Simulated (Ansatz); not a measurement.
**MoN (sextet): from Hartree-Fock to the top rungs, def2-TZVPP**

The task here is to estimate one member of a computed series from the others.

The runs use Ansatz 0.2.0, Gaussian basis; def2-TZVPP, core rule «outside noble gas», up to 5 orbitals frozen.

To be run: UHF; ROHF; CCSD(T) on UHF.

## The system

The geometry is a PBE0/def2-TZVP stationary point (not a proven minimum). No spin-orbit coupling is included. Elements past krypton take def2 core potentials.

2 atoms, charge 0, spin multiplicity 6.

Atoms are counted from 1 here; the program's logs count them from 0.

Bond lengths: Mo1–N2 1.834 Å.

The first run:

Contents of in.yaml:

```yaml
crystal:
  periodic: [false, false, false]
  atoms:
    - {symbol: Mo, position_ang: [0.000000, 0.000000, 0.000000]}
    - {symbol: N, position_ang: [0.000000, 0.000000, 1.833800]}
basis:
  gaussian: {orbitals: def2-TZVPP}
magnetization: {spin_polarized: true, initial_magnetization: 5}
hamiltonian: {xc: hf}
output: {orbitals: {seedname: orbitals}}
```

On the command line:

```console
> ansatz run in.yaml --threads 1 --pin off --events-out ev --progress --plain --max-ram 4096MiB --backend cpu
```

Steps of the session up to this table: UHF; ROHF; CCSD(T) on UHF.

One of the session's tables, all rows but one given; the rest of the session is left out.

| method | from UCCSD(T) (kcal/mol) |
| --- | --- |
| ROHF | +221.86 |
| UHF | +198.49 |
| UMP2 | ? |
| UCCSD | +13.08 |
| UCCSD(T) | 0 |

Q: Estimate the row for UMP2 from the others.

As computed: from UCCSD(T) (kcal/mol): +40.95. In the column «from UCCSD(T) (kcal/mol)» it lies between UCCSD (+13.08) and UHF (+198.49).

Limits of these values: The determinant is far from a pure spin state, so its energy mixes those of several spin states (harmless only where they are near-degenerate, as at dissociation).
